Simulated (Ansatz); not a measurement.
# BeGa: the cost of one run

The runs use Ansatz 0.2.0, Gaussian basis; def2-QZVPP, all electrons in the functionals, frozen cores in the correlation of double hybrids and RPA.

To be run: wB97M-V, B2PLYP, at charge 1, triplet; charge 0, doublet; charge 0, quartet; charge 1, singlet; charge 1, quintet.

10 further runs of the same task are left out: 10 set aside as unsound or not needed.

## Step 1: The geometry

The geometry is a PBE0/def2-TZVP stationary point (not a proven minimum). No spin-orbit coupling is included. The filled d shell of Ga may be among the frozen orbitals whatever the setting's name suggests; the logs give the count.

2 atoms, charge 1, spin multiplicity 3.

Atoms are counted from 1 here; the program's logs count them from 0.

No contacts short enough for the rule that draws bonds.

No dispersion term is added; wB97M-V holds VV10 nonlocal correlation.

The geometry shown and the zero of energy belong to the point charge 1, triplet. The yardstick, RCCSD(T), and other wave-function levels (R restricted, U unrestricted, valence and pair active spaces) come from earlier runs.

## Step 2: wB97M-V, charge 1, triplet

The input, in.yaml:

```yaml
crystal:
  periodic: [false, false, false]
  atoms:
    - {symbol: Ga, position_ang: [0.000000, 0.000000, 0.000000]}
    - {symbol: Be, position_ang: [0.000000, 0.000000, 2.686400]}
basis:
  gaussian: {orbitals: "def2-QZVPP.json"}
total_charge: 1
magnetization: {spin_polarized: true, initial_magnetization: 2}
hamiltonian: {xc: {name: wB97M-V}}
output: {orbitals: {seedname: orbitals}}
```

Command:

```console
$ ansatz run in.yaml --threads 1 --pin off --events-out ev --progress --plain --max-ram 2393MiB
```

What time and memory should one allow on 1 thread of Arm Neoverse V2, shared host?

About 49 s, with a peak of 0.41 GiB.
